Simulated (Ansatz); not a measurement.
# Mn3Sn: the cost of one run

Computed with Ansatz 0.2.0 (DFT PBE, scalar-relativistic, plane waves, PAW, unless a step's input says otherwise).

## Step 1: The starting structure

Symmetry: P6_3/mmc, No. 194, hexagonal system. Conventional cell: a = 5.596 Å, b = 5.596 Å, c = 4.490 Å, α = 90.00°, β = 90.00°, γ = 120.00°. Mn (site symmetry mm2) is surrounded by 8 Mn at 2.70 to 2.90 Å and 4 Sn at 2.80 Å. Sn (site symmetry -6m2) is surrounded by 12 Mn at 2.80 Å.

As a file:

```xyz
8
Lattice="5.5965 0.0000 0.0000 -2.7982 4.8467 0.0000 0.0000 0.0000 4.4901" Properties=species:S:1:pos:R:3 pbc="T T T"
Mn    2.7982    3.2877    1.1225
Mn   -1.4481    4.0672    3.3675
Mn    1.3502    0.7795    1.1225
Mn    0.0000    1.5590    3.3675
Mn    4.2463    0.7795    1.1225
Mn    1.4481    4.0672    3.3675
Sn    0.0000    3.2311    1.1225
Sn    2.7982    1.6156    3.3675
```

An earlier run at PBE left this cell at 15.224 Å³/atom and 0.00 GPa (4×4×4 mesh).

## Step 2: Antiferromagnetic, in the cell as typed

Input file input.yaml:

```yaml
crystal:
  lattice:
    - [5.5964845051, 0.0, 0.0]
    - [-2.7982422526, 4.8466977533, 0.0]
    - [0.0, 0.0, 4.4900625291]
  atoms:
    - { symbol: Mn, position: [0.8391643058, 0.6783286115, 0.25], spin: 3.5 }
    - { symbol: Mn, position: [0.1608356942, 0.8391643058, 0.75], spin: -3.5 }
    - { symbol: Mn, position: [0.3216713885, 0.1608356942, 0.25], spin: 3.5 }
    - { symbol: Mn, position: [0.1608356942, 0.3216713885, 0.75], spin: -3.5 }
    - { symbol: Mn, position: [0.8391643058, 0.1608356942, 0.25], spin: 3.5 }
    - { symbol: Mn, position: [0.6783286115, 0.8391643058, 0.75], spin: -3.5 }
    - { symbol: Sn, position: [0.3333333333, 0.6666666667, 0.25] }
    - { symbol: Sn, position: [0.6666666667, 0.3333333333, 0.75] }
basis:
  ecutwfc: 300
  ecutrho_ratio: 4
kpoints:
  mp_grid: { grid: [4, 4, 4] }
hamiltonian:
  xc: pbe
scf:
  occupations: { method: gaussian, width: 0.05 }
  lower_state_search: "off"
output:
  forces: true
  stress: true
  eigenvalues: true
  populations: true
magnetization:
  spin_polarized: true
```

Run with:

```bash
> ansatz run input.yaml --threads 2 --pin off --max-ram 5120MiB --backend cpu --events-out ev --progress --plain --runs-dir out
```

Q: Estimate wall time and peak memory on 2 threads of Arm Neoverse V2, shared host.

About 9.8 s, with a peak of 0.44 GiB.
